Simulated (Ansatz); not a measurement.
# AlBrClH3OSi: a ladder of functionals and wavefunction methods

How much do the methods differ for AlBrClH3OSi? The plan is to run it at one geometry with functionals of several rungs and with coupled cluster. The yardstick is the atomisation energy at the CCSD(T) limit.

The runs use Ansatz 0.2.0, Gaussian basis; functionals in def2-TZVPP, the program's frozen cores in correlated methods.

Levels to be run: LDA (SPW92), PBE-D4, revPBE-D4, BLYP-D4, r2SCAN-D4, B97M-V, PBE0-D4, B3LYP-D4, r2SCANh-D4, r2SCAN0-D4, HSE06-D4, BHLYP-D4, CAM-B3LYP-D4, LC-ωPBE, ωB97X-V, ωB97M-V, B2PLYP, PBE-QIDH; CCSD(T)/def2-SVP; CCSD(T)/def2-TZVPP; MP2/def2-QZVPP; extrapolation to the limit; RPA on PBE.

### 1 The relaxed structure

An earlier PBE0-D4 in a triple-zeta def2 set relaxation fixed the geometry.

SMILES `[SiH3][O][Al]([Cl])[Br]`, 8 atoms, charge 0, spin multiplicity 1.

Atoms are counted from 1 here; the program's logs count them from 0.

Bond lengths: Si1–O2 1.630 Å, Si1–H6 1.485 Å, Si1–H7 1.486 Å, Si1–H8 1.485 Å, O2–Al3 1.659 Å, Al3–Cl4 2.073 Å, Al3–Br5 2.230 Å. Angles: O2–Si1–H6 109.5°, O2–Si1–H7 110.0°, O2–Si1–H8 109.4°, H6–Si1–H7 109.2°, H6–Si1–H8 109.4°, H7–Si1–H8 109.3°, Si1–O2–Al3 174.3°, O2–Al3–Cl4 120.1°, O2–Al3–Br5 120.3°, Cl4–Al3–Br5 119.6°.

### 2 LDA

This LDA is Slater exchange with PW92 correlation.

Input file in.yaml:

```yaml
crystal:
  periodic: [false, false, false]
  atoms:
    - {symbol: Si, position_ang: [-1.239229, -0.098543, 0.848945]}
    - {symbol: O, position_ang: [0.138424, -0.095446, -0.022587]}
    - {symbol: Al, position_ang: [1.486511, 0.046469, -0.979767]}
    - {symbol: Cl, position_ang: [2.948002, -1.423790, -0.940077]}
    - {symbol: Br, position_ang: [1.738510, 1.815236, -2.314172]}
    - {symbol: H, position_ang: [-1.746326, -1.488939, 0.971845]}
    - {symbol: H, position_ang: [-2.266072, 0.739003, 0.177360]}
    - {symbol: H, position_ang: [-0.967620, 0.448910, 2.202653]}
basis:
  gaussian: {orbitals: def2-TZVPP}
hamiltonian: {xc: lda}
output: {orbitals: {seedname: orbitals}}
```

Further steps of the session: PBE-D4 (GGA); revPBE-D4 (GGA); BLYP-D4 (GGA); r2SCAN-D4 (meta-GGA); B97M-V (meta-GGA); PBE0-D4 (hybrid); B3LYP-D4 (hybrid); r2SCANh-D4 (hybrid); r2SCAN0-D4 (hybrid); HSE06-D4 (hybrid); BHLYP-D4 (hybrid); CAM-B3LYP-D4 (range-separated); LC-ωPBE-D4 (range-separated); ωB97X-V (range-separated); ωB97M-V (range-separated); B2PLYP (double hybrid); PBE-QIDH (double hybrid); CCSD(T) in def2-SVP; CCSD(T) in def2-TZVPP; MP2 in def2-QZVPP; RPA on PBE orbitals.

Before running them: what should the planned runs give, taken together? Wanted: atomisation energy, CCSD(T)/CBS; farthest beyond LDA; mean size of error, GGA; mean size of error, meta-GGA; mean size of error, hybrid; mean size of error, range-separated; mean size of error, double hybrid; gap, smallest and largest; T1 diagnostic.

The runs gave:

```
                               quantity                                            value
        atomisation energy, CCSD(T)/CBS                                    2749.6 kJ/mol
 functionals within 27.5 kJ/mol (1.0 %)  r2SCAN-D4, B97M-V, r2SCANh-D4, ωB97X-V, ωB97M-V
                    farthest beyond LDA                        revPBE-D4 (-111.3 kJ/mol)
                mean size of error, GGA                                      79.5 kJ/mol
           mean size of error, meta-GGA                                       7.1 kJ/mol
             mean size of error, hybrid                                      60.2 kJ/mol
    mean size of error, range-separated                                      33.0 kJ/mol
      mean size of error, double hybrid                                      56.1 kJ/mol
              gap, smallest and largest        5.20 eV (LDA (SPW92)), 12.51 eV (LC-ωPBE)
                          T1 diagnostic                                           0.0091
triples share of the correlation energy                                            3.5 %
```

LDA overbinds by 274.1 kJ/mol (10 %). PBE-D4 misses by -47.3 kJ/mol. Double hybrids carry the basis error of their MP2 part in triple zeta, and no dispersion term here, so their miss is partly the set-up's. Taken by rung, meta-GGA functionals do best (7.1 kJ/mol on average) and GGA ones worst beyond LDA (79.5 kJ/mol). The reference freezes the cores and leaves out relativity and excitations past (T), and its outer-core shells are covered unevenly, so misses under about 27.5 kJ/mol can't be ranked. All levels share the lack of spin-orbit coupling, which lowers the free heavy atoms and so the true binding. Hartree-Fock recovers 76 % of the binding; the rest is correlation. CCSD(T) in def2-SVP is off by -218.5 kJ/mol, more than most functionals: a good method in a small basis is no reference. Orbital gaps span 5.2 to 12.5 eV; exact exchange widens them. Correlated methods include outer-core shells of Br, which these sets cover unevenly.
